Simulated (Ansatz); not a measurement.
# InGa2N3: the cost of one run

Program: Ansatz 0.2.0. Level of theory: DFT r2SCAN, scalar-relativistic, plane waves, PAW. These are calculated values, not measurements.

## Step 1: The structure to begin with

Symmetry: Cmc2_1, No. 36, orthorhombic system. The conventional cell has a = 10.009 Å, b = 5.773 Å, c = 5.390 Å, α = 90.00°, β = 90.00°, γ = 90.00°. In (site symmetry m) is surrounded by 4 N at 2.18 to 2.19 Å. Ga (site symmetry 1) is surrounded by 4 N at 1.97 to 1.98 Å. Around N (site symmetry 1) lie 3 Ga at 1.97 to 1.98 Å and 1 In at 2.18 Å. N (site symmetry m) has 2 Ga at 1.97 Å and 2 In at 2.18 to 2.19 Å in its first shell of neighbours.

Structure file:

```cif
data_structure
_symmetry_space_group_name_H-M 'P 1'
_symmetry_Int_Tables_number 1
_cell_length_a 5.7771
_cell_length_b 5.7771
_cell_length_c 5.3903
_cell_angle_alpha 90.000
_cell_angle_beta 90.000
_cell_angle_gamma 59.953
_cell_volume 155.73
loop_
_atom_site_label
_atom_site_type_symbol
_atom_site_fract_x
_atom_site_fract_y
_atom_site_fract_z
_atom_site_occupancy
In1 In 0.32527 0.67473 0.98970 1
In2 In 0.67473 0.32527 0.48970 1
Ga1 Ga 0.00709 0.33385 0.99257 1
Ga2 Ga 0.66615 0.99291 0.99257 1
Ga3 Ga 0.99291 0.66615 0.49257 1
Ga4 Ga 0.33385 0.00709 0.49257 1
N1 N 0.02683 0.33368 0.35888 1
N2 N 0.66632 0.97318 0.35888 1
N3 N 0.97318 0.66632 0.85888 1
N4 N 0.33368 0.02683 0.85888 1
N5 N 0.30745 0.69256 0.39539 1
N6 N 0.69256 0.30745 0.89539 1
```

The structure comes from the Materials Project (structure only).

(A quick probe on a coarse mesh, which set the mesh and smearing, is not shown.)

## Step 3: The relaxation

Contents of input.yaml:

```yaml
crystal:
  lattice:
    - [5.0043409607, -2.8865205108, 0.0]
    - [5.0043409607, 2.8865205108, 0.0]
    - [0.0, 0.0, 5.390303]
  atoms:
    - { symbol: In, position: [0.325265, 0.674735, 0.989696] }
    - { symbol: In, position: [0.674735, 0.325265, 0.489696] }
    - { symbol: Ga, position: [0.007088, 0.333852, 0.992575] }
    - { symbol: Ga, position: [0.666148, 0.992912, 0.992575] }
    - { symbol: Ga, position: [0.992912, 0.666148, 0.492575] }
    - { symbol: Ga, position: [0.333852, 0.007088, 0.492575] }
    - { symbol: "N", position: [0.026825, 0.333679, 0.358883] }
    - { symbol: "N", position: [0.666321, 0.973175, 0.358883] }
    - { symbol: "N", position: [0.973175, 0.666321, 0.858883] }
    - { symbol: "N", position: [0.333679, 0.026825, 0.858883] }
    - { symbol: "N", position: [0.307445, 0.692555, 0.395389] }
    - { symbol: "N", position: [0.692555, 0.307445, 0.895389] }
basis:
  ecutwfc: 500
kpoints:
  mp_grid: { grid: [6, 6, 6] }
hamiltonian:
  xc: r2scan
scf:
  occupations: { method: gaussian, width: 0.02 }
output:
  forces: true
  stress: true
  eigenvalues: true
relax:
  adjacent_minimum: "off"
  f_tol: 0.005
  max_steps: 80
  cell: { stress_tol: 0.05 }
```

On the command line:

```sh
> ansatz run input.yaml --threads 2 --pin off --max-ram 5120MiB --backend cpu --events-out ev --progress --plain --runs-dir out
```

**Question.** How long does this run take on 2 threads of Intel Xeon at 2.50GHz (Skylake/Cascade Lake), shared host, and how much memory does it need?

About 9.7 min, with a peak of 1.1 GiB.
